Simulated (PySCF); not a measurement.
# [ZrCl3]+: structure of the singlet

The task is one start of a wider search on [ZrCl3]+: the singlet, from a T-shaped start. It is relaxed, tested by its Hessian and followed downhill if it is a saddle.

Computed with PySCF 2.14.0. Level: PBE0, basis Zr def2-TZVP with ECP28, Cl def2-TZVP, scalar-relativistic core potentials, no spin–orbit coupling, density fitting.

## Step 1: The system as given

4 atoms, charge 1, spin multiplicity 1.

Bond lengths: Zr1–Cl2 2.479 Å, Zr1–Cl3 2.479 Å, Zr1–Cl4 2.479 Å. Angles: Cl2–Zr1–Cl3 88.0°, Cl2–Zr1–Cl4 88.0°, Cl3–Zr1–Cl4 176.0°.

Z-matrix (Å, degrees; charge 1 multiplicity 1):
```
Zr
Cl 1 2.4794
Cl 1 2.4794 2 88.00
Cl 1 2.4794 2 88.00 3 180.00
```

## Step 2: The SCF at the typed geometry

One driver script runs all steps and calls PySCF; scf.py shows how it sets up the SCF of each step. The optimiser is the driver's own. After this first run the driver tries any further starts and a stability analysis.

Contents of scf.py:

```python
from pyscf import gto, scf, dft
mol = gto.M(atom='''
Zr     0.000000     0.000000     0.000000
Cl     0.000000     0.000000     2.479400
Cl     2.477900     0.000000     0.086500
Cl    -2.477900     0.000000     0.086500''',
    basis={'Zr': 'def2-TZVP', 'Cl': 'def2-TZVP'},
    ecp={'Zr': 'def2-TZVP'},
    charge=1, spin=0)
mf = dft.RKS(mol, xc='PBE0')
mf.grids.atom_grid = (50, 194)
aux = {'Zr': 'def2-universal-JKFIT', 'Cl': 'def2-universal-JKFIT'}
mf = mf.density_fit(auxbasis=aux)
mf.conv_tol = 1e-08
mf.diis_space = 10
mf.max_cycle = 60
mf.init_guess = 'minao'
mf.verbose = 4
mf.kernel()
```

Command:

```sh
$ OMP_NUM_THREADS=4 python axn.py task.json out
```

The log of the run:

```text
init E= -1421.94248150138
  HOMO = -0.5051466338884  LUMO = -0.443362836053107  gap/eV = 1.68122
cycle= 1 E= -1426.920529978  delta_E= -4.98  |g|= 0.789  |ddm|= 4.39
  HOMO = -0.500597559628688  LUMO = -0.218659346486836  gap/eV = 7.67193
cycle= 2 E= -1426.62968544782  delta_E= 0.291  |g|= 1.12  |ddm|= 1.61
  HOMO = -0.480770653231215  LUMO = -0.382626972930411  gap/eV = 2.67063
cycle= 3 E= -1427.04136712269  delta_E= -0.412  |g|= 0.346  |ddm|= 1.23
  HOMO = -0.511842963661538  LUMO = -0.377481174890291  gap/eV = 3.65617
cycle= 4 E= -1427.07386293666  delta_E= -0.0325  |g|= 0.0685  |ddm|= 0.274
  HOMO = -0.502500300640206  LUMO = -0.375485557428934  gap/eV = 3.45625
cycle= 5 E= -1427.07451957685  delta_E= -0.000657  |g|= 0.0428  |ddm|= 0.0818
  HOMO = -0.505927665638627  LUMO = -0.373630002435519  gap/eV = 3.60000
cycle= 6 E= -1427.07501528396  delta_E= -0.000496  |g|= 0.0145  |ddm|= 0.0484
  HOMO = -0.505309475069676  LUMO = -0.37344834334189  gap/eV = 3.58812
cycle= 7 E= -1427.07507092816  delta_E= -5.56e-05  |g|= 0.00432  |ddm|= 0.0141
  HOMO = -0.505318344208073  LUMO = -0.37385793619137  gap/eV = 3.57722
cycle= 8 E= -1427.07507686323  delta_E= -5.94e-06  |g|= 0.000662  |ddm|= 0.00336
  HOMO = -0.505300573668523  LUMO = -0.373922681325244  gap/eV = 3.57497
cycle= 9 E= -1427.07507704431  delta_E= -1.81e-07  |g|= 0.000141  |ddm|= 0.000911
  HOMO = -0.505301401100132  LUMO = -0.373927773346859  gap/eV = 3.57486
cycle= 10 E= -1427.07507705339  delta_E= -9.08e-09  |g|= 5.11e-05  |ddm|= 0.000206
  HOMO = -0.505291343008263  LUMO = -0.373940138078512  gap/eV = 3.57425
Extra cycle  E= -1427.07507704989  delta_E= 3.5e-09  |g|= 0.000124  |ddm|= 0.000141
converged SCF energy = -1427.07507704989
```

This step, with its further starts and checks, took 14 s on 4 threads of Intel Xeon Platinum 8259CL at 2.50GHz (Skylake/Cascade Lake), shared host.

The starts that the driver tried:

```
                      start   energy (Eh)
    the minimal-basis guess  -1427.075077
a thermally smeared density  -1427.075077
      a smeared PBE density  -1427.075077
```

The test of internal stability and the other starts found no lower closed-shell solution.

## Step 3: Relaxation: T-shaped start, singlet

The program finds C2v symmetry in the start, which this walk keeps. The walk stops when the largest gradient is under 0.0003 Eh/bohr and the energy has settled too.

Edit scf.py of step 2 so:

```diff
@@ -3,4 +3,4 @@
-Zr     0.000000     0.000000     0.000000
-Cl     0.000000     0.000000     2.479400
-Cl     2.477900     0.000000     0.086500
-Cl    -2.477900     0.000000     0.086500''',
+Zr     0.000000     0.000000    -0.476109
+Cl     0.000000     0.000000     2.003291
+Cl     2.477900     0.000000    -0.389609
+Cl    -2.477900     0.000000    -0.389609''',
@@ -17 +16,0 @@
-mf.init_guess = 'minao'
```

Energy and gradient, step by step:

```
step   energy (Eh)  change (kJ/mol)  largest symmetric gradient (Eh/bohr)
   0  -1427.075077             0.00                               0.08858
   1  -1427.112964           -99.47                               0.05364
   2  -1427.128398          -139.99                               0.04464
   3  -1427.137650          -164.29                               0.01867
   4  -1427.147612          -190.44                               0.01764
   5  -1427.151321          -200.18                               0.00891
   6  -1427.152456          -203.16                               0.00521
   7  -1427.152700          -203.80                               0.00201
   8  -1427.152702          -203.80                               0.00223
   9  -1427.152728          -203.87                               0.00010
  10  -1427.152728          -203.87                               0.00004
```

The walk took 40 s.

Geometry (Å) and forces (eV/Å) at some steps:

```
step 0
Zr   0.000   0.000  -0.476   0.000   0.000   4.555
Cl   0.000   0.000   2.003   0.000   0.000  -3.158
Cl   2.478   0.000  -0.390  -2.593   0.000  -0.699
Cl  -2.478   0.000  -0.390   2.593   0.000  -0.699
step 1
Zr   0.000   0.000  -0.350   0.000   0.000   2.759
Cl   0.000   0.000   1.970   0.000   0.000  -1.520
Cl   2.373   0.000  -0.436  -1.321   0.000  -0.620
Cl  -2.373   0.000  -0.436   1.321   0.000  -0.620
step 5
Zr   0.000   0.000   0.107   0.000   0.000   0.221
Cl   0.000   0.000   2.378   0.000   0.000  -0.335
Cl   2.074   0.000  -0.869  -0.458   0.000   0.057
Cl  -2.074   0.000  -0.869   0.458   0.000   0.057
step 10
Zr   0.000   0.000   0.182   0.000   0.000   0.002
Cl   0.000   0.000   2.447   0.000   0.000  -0.002
Cl   1.969   0.000  -0.940   0.000   0.000   0.000
Cl  -1.969   0.000  -0.940   0.000   0.000   0.000
```

After 10 steps and 203.9 kJ/mol it ends at D3h: Zr–Cl 2.266 Å (×3); Cl–Zr–Cl 119.7° (×2), Cl–Zr–Cl 120.7°.

## Step 4: Frequencies

On the finer grid the gradient is checked again; gradients at displacements of ±0.02 bohr then give force constants and infrared intensities.

Edit scf.py of step 3 so:

```diff
@@ -3,4 +3,4 @@
-Zr     0.000000     0.000000    -0.476109
-Cl     0.000000     0.000000     2.003291
-Cl     2.477900     0.000000    -0.389609
-Cl    -2.477900     0.000000    -0.389609''',
+Zr     0.000000     0.000000    -0.000000
+Cl     0.000000     0.000000     2.265596
+Cl     1.962064     0.000000    -1.132798
+Cl    -1.962064     0.000000    -1.132798''',
@@ -11 +11 @@
-mf.grids.atom_grid = (50, 194)
+mf.grids.atom_grid = (75, 302)
@@ -14 +14 @@
-mf.conv_tol = 1e-08
+mf.conv_tol = 1e-10
```

The driver hands on the density of the step before, so the log starts near convergence.

SCF at the final geometry:

```text
init E= -1427.15291914941
  HOMO = -0.546238749749895  LUMO = -0.348855122961617  gap/eV = 5.37108
cycle= 1 E= -1427.15291914939  delta_E= 1.71e-11  |g|= 8.47e-06  |ddm|= 8.77e-06
  HOMO = -0.546238437143729  LUMO = -0.348857757765018  gap/eV = 5.37100
Extra cycle  E= -1427.1529191493  delta_E= 9.48e-11  |g|= 1.98e-05  |ddm|= 2.02e-05
converged SCF energy = -1427.1529191493
```

The whole step took 38 s.

Geometry: D3h; Zr–Cl 2.266 Å (×3); Cl–Zr–Cl 120.0° (×3).

Harmonic modes (main isotopes):

```
symmetry  ω (cm⁻¹)  IR (km/mol)  μ (u)     type
    a2''       77i         31.4  52.12     bend
      e'        98          1.7  38.31     bend
     a1'       419          0.0  34.97  stretch
      e'       494          270  46.12  stretch
```

With 1 mode imaginary (up to 77i cm⁻¹) this point is a saddle.

Constants and moments:

- Dipole moment about the centre of mass: 0.00 D
- Highest occupied level: -14.86 eV
- Lowest empty level: -9.49 eV
- Rotational constants: 0.06261, 0.06261, 0.03131 cm⁻¹
- Zero-point energy (real modes): 9.6 kJ/mol
- Principal polarisabilities: 42.7, 83.8, 83.8 bohr³
- Principal traceless quadrupole moments about the centre of mass: -1.27, -1.27, 2.55 D Å

Populations by atom (charges in e):

```
   atom  Mulliken  Löwdin  polar tensor  Mayer order to Zr1
    Zr1      1.54    0.16          2.43                   –
Cl2,3,4     -0.18    0.28         -0.48                1.33
```

Outer orbital energies (eV). occupied: -16.53, -16.53, -15.70, -15.70, -15.21, -15.20, -15.20, -14.86; empty: -9.49, -8.71, -8.71, -7.14.

Mulliken populations on Zr1 (outside its core potential): s 2.19, p 6.27, d 1.92, f 0.08.

## Step 5: Leaving the saddle point

The atoms are moved a little along the softest imaginary mode and relaxed again.

The program finds C3v symmetry in the start, which this walk keeps. The walk stops when the largest gradient is under 0.0003 Eh/bohr and the energy has settled too.

Edit scf.py of step 4 so:

```diff
@@ -3,4 +3,4 @@
-Zr     0.000000     0.000000    -0.000000
-Cl     0.000000     0.000000     2.265596
-Cl     1.962064     0.000000    -1.132798
-Cl    -1.962064     0.000000    -1.132798''',
+Zr     0.000000     0.250000    -0.000000
+Cl     0.000000    -0.214249     2.265596
+Cl     1.962064    -0.214249    -1.132798
+Cl    -1.962064    -0.214249    -1.132798''',
@@ -11 +11 @@
-mf.grids.atom_grid = (75, 302)
+mf.grids.atom_grid = (50, 194)
@@ -14 +14 @@
-mf.conv_tol = 1e-10
+mf.conv_tol = 1e-08
```

The optimiser's trace:

```
step   energy (Eh)  change (kJ/mol)  largest symmetric gradient (Eh/bohr)
   0  -1427.153021             0.00                               0.02056
   1  -1427.156302            -8.61                               0.00544
   2  -1427.157330           -11.31                               0.00363
   3  -1427.158072           -13.26                               0.00884
   4  -1427.158268           -13.77                               0.00213
   5  -1427.158377           -14.06                               0.00034
   6  -1427.158392           -14.10                               0.00041
   7  -1427.158392           -14.10                               0.00004
```

The walk took 28 s.

Geometry (Å) and forces (eV/Å) at some steps:

```
step 0
Zr   0.000   0.250   0.000   0.000  -0.477   0.037
Cl   0.000  -0.214   2.266   0.000   0.142  -1.064
Cl   1.962  -0.214  -1.133  -0.920   0.167   0.513
Cl  -1.962  -0.214  -1.133   0.920   0.167   0.513
step 1
Zr   0.000   0.269   0.000   0.000   0.036   0.038
Cl   0.000  -0.221   2.219   0.000  -0.031  -0.289
Cl   1.921  -0.221  -1.109  -0.244  -0.003   0.126
Cl  -1.921  -0.221  -1.109   0.244  -0.003   0.126
step 4
Zr   0.000   0.453   0.000   0.000   0.110  -0.027
Cl   0.000  -0.282   2.130   0.000  -0.033   0.018
Cl   1.845  -0.282  -1.065   0.004  -0.038   0.004
Cl  -1.845  -0.282  -1.065  -0.004  -0.038   0.004
step 7
Zr   0.000   0.496   0.000   0.000  -0.002  -0.034
Cl   0.000  -0.296   2.109   0.000   0.014   0.012
Cl   1.826  -0.296  -1.054  -0.004  -0.006   0.011
Cl  -1.826  -0.296  -1.054   0.004  -0.006   0.011
```

End point (C3v, 7 steps, 14.1 kJ/mol gained): Zr–Cl 2.253 Å (×3); Cl–Zr–Cl 108.3° (×3).

## Step 6: Frequencies

The same treatment as at the point before.

Edit scf.py of step 5 so:

```diff
@@ -3,4 +3,4 @@
-Zr     0.000000     0.250000    -0.000000
-Cl     0.000000    -0.214249     2.265596
-Cl     1.962064    -0.214249    -1.132798
-Cl    -1.962064    -0.214249    -1.132798''',
+Zr     0.000000     0.408552    -0.000000
+Cl     0.000000    -0.359702     2.118047
+Cl     1.834283    -0.359702    -1.059024
+Cl    -1.834283    -0.359702    -1.059024''',
@@ -11 +11 @@
-mf.grids.atom_grid = (50, 194)
+mf.grids.atom_grid = (75, 302)
@@ -14 +14 @@
-mf.conv_tol = 1e-08
+mf.conv_tol = 1e-10
```

SCF at the final geometry:

```text
init E= -1427.15834741487
  HOMO = -0.536705240448754  LUMO = -0.331660729659186  gap/eV = 5.57955
cycle= 1 E= -1427.15834741488  delta_E= -2.73e-12  |g|= 8.44e-07  |ddm|= 1.11e-06
  HOMO = -0.536705174014419  LUMO = -0.331660958401026  gap/eV = 5.57954
Extra cycle  E= -1427.15834741487  delta_E= 5.46e-12  |g|= 1.84e-06  |ddm|= 2e-06
converged SCF energy = -1427.15834741487
```

The whole step took 62 s on 4 threads of Intel Xeon Platinum 8259CL at 2.50GHz (Skylake/Cascade Lake), shared host.

Geometry: C3v; Zr–Cl 2.253 Å (×3); Cl–Zr–Cl 109.0° (×3).

Harmonic modes (main isotopes):

```tsv
symmetry	ω (cm⁻¹)	IR (km/mol)	type
a1	94	12.4	bend
e	115	1.9	bend
a1	452	10.1	stretch
e	483	239	stretch
```

All wavenumbers are real: a minimum.

Constants and moments:

```
Dipole moment about the centre of mass                          : 4.15 D
Highest occupied level                                          : -14.60 eV
Lowest empty level                                              : -9.02 eV
Rotational constants                                            : 0.06388, 0.06388, 0.03582 cm⁻¹
Zero-point energy                                               : 10.4 kJ/mol
Principal polarisabilities                                      : 44.3, 80.6, 80.7 bohr³
Principal traceless quadrupole moments about the centre of mass : -2.36, -2.36, 4.72 D Å
Entropy at 298.15 K and 1 bar                                   : 336.8 J/(mol K)
Heat capacity Cp at 298.15 K                                    : 74.1 J/(mol K)
Enthalpy at 298.15 K above 0 K                                  : 17.52 kJ/mol
Rotational symmetry number                                      : 3
```

Populations by atom (charges in e):

```tsv
atom	Mulliken	Löwdin	polar tensor	Mayer order to Zr1
Zr1	1.48	0.11	2.28	–
Cl2,3,4	-0.16	0.30	-0.43	1.36
```

Mulliken populations on Zr1 (outside its core potential): s 2.22, p 6.23, d 1.99, f 0.08.

## Step 7: Would spin polarisation lower it?

At the lowest minimum the closed shell is tested against spin polarisation, on the (50, 194) grid. It is stable.

## Step 8: All stationary points

| spin | group | bonds | imaginary modes (cm⁻¹) | ΔE (kJ/mol) | with zero-point energy |
| --- | --- | --- | --- | --- | --- |
| singlet | C3v | Zr–Cl 2.253 Å (×3) | none | 0.0 | 0.0 |
| singlet | D3h | Zr–Cl 2.266 Å (×3) | 77i | 14.3 | – |

## Step 9: Outcome

```
                            quantity                                     value
                             minimum                              singlet, C3v
                            geometry  Zr–Cl 2.253 Å (×3); Cl–Zr–Cl 109.0° (×3)
                  wavenumbers (cm⁻¹)       94 (a1), 115 (e), 452 (a1), 483 (e)
      dipole moment (centre of mass)                                    4.15 D
highest occupied, lowest empty level                          -14.60, -9.02 eV
          polar-tensor charge of Zr1                                   +2.28 e
                   zero-point energy                               10.4 kJ/mol
                 entropy at 298.15 K                           336.8 J/(mol K)
```

From C2v at the start the molecule goes to a C3v minimum, after a stop at a saddle point 14.3 kJ/mol higher, from which it was pushed off along an imaginary mode. In the infrared the band at 483 cm⁻¹ (e, stretch) leads. Other starts or spin states, not run here, may lie lower.

The search up to here took 3.1 min.
